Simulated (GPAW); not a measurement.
Wanted: an ASE script for a GPAW 26.7.0 run.

```
Task                : band structure
Functional          : PBE
Potentials or basis : GPAW PAW data sets (gpaw-data 1.2.1)
Cutoff              : 600 eV
Basis               : pw
k mesh              : 10 × 10 × 5
Occupations         : fermi-dirac, width 0.05 eV
Spin                : no spin polarisation
Maxiter             : 150
Band path           : GMKGALHA,LM,KH
Band points         : 100
```

The structure of AlIn lies in POSCAR:

```
AlIn
1.0
    3.0541337760      0.0000000000      0.0000000000
   -1.5270668880      2.6449574366      0.0000000000
    0.0000000000      0.0000000000      5.8280200000
Al In
1 1
Direct
    0.0000000000      0.0000000000      0.0000000000
    0.0000000000      0.0000000000      0.5000000000
```

The cell was built by a generator and needn't be a form met in nature.

The input as run:

run.py

```python
from ase.dft.bandgap import bandgap
from ase.io import read, write
from ase.units import GPa
from gpaw import GPAW, PW

atoms = read('POSCAR')

calc = GPAW(mode=PW(600),
            xc='PBE',
            kpts={'size': (10, 10, 5), 'gamma': True},
            occupations={'name': 'fermi-dirac', 'width': 0.05},
            nbands=16,
            convergence={'density': 1e-05, 'energy': 1e-05},
            maxiter=150,
            txt='gpaw.txt')
atoms.calc = calc
energy = atoms.get_potential_energy()
forces = atoms.get_forces()
stress = atoms.get_stress()
calc.write('gs.gpw')
write('result.traj', atoms)
print(f'Energy: {energy:.6f} eV')
print('Forces (eV/A):')
print(forces.round(4))
print('Stress (GPa):', (stress / GPa).round(3))
print('Fermi level:', round(calc.get_fermi_level(), 4), 'eV')
print(f'Gap: {bandgap(calc)[0]:.4f} eV, direct: {bandgap(calc, direct=True)[0]:.4f} eV')

path = atoms.cell.bandpath('GMKGALHA,LM,KH', npoints=100, eps=1e-4)
bs_calc = calc.fixed_density(kpts=path, symmetry='off', nbands=27,
                             convergence={'bands': 'CBM+6.0', 'eigenstates': 1e-6}, txt='bands.txt')
bs = bs_calc.band_structure()
bs.write('bs.json')
print(f'Gap on the path: {bandgap(bs_calc)[0]:.4f} eV')
```

Potentials or basis: GPAW PAW data sets (gpaw-data 1.2.1), pw.

Launch:

```console
$ OMP_NUM_THREADS=1 python run.py
```

It gave:

```json
{
 "Pressure": "-0.4 GPa",
 "Band gap along the path": "none (metal or under the smearing width)"
}
```

Caveat: spin-orbit coupling is left out, which moves the levels of the heavy elements.

Run time: 64 s on 1 thread of Arm Neoverse V1 (shared host), peak memory 0.28 GiB.
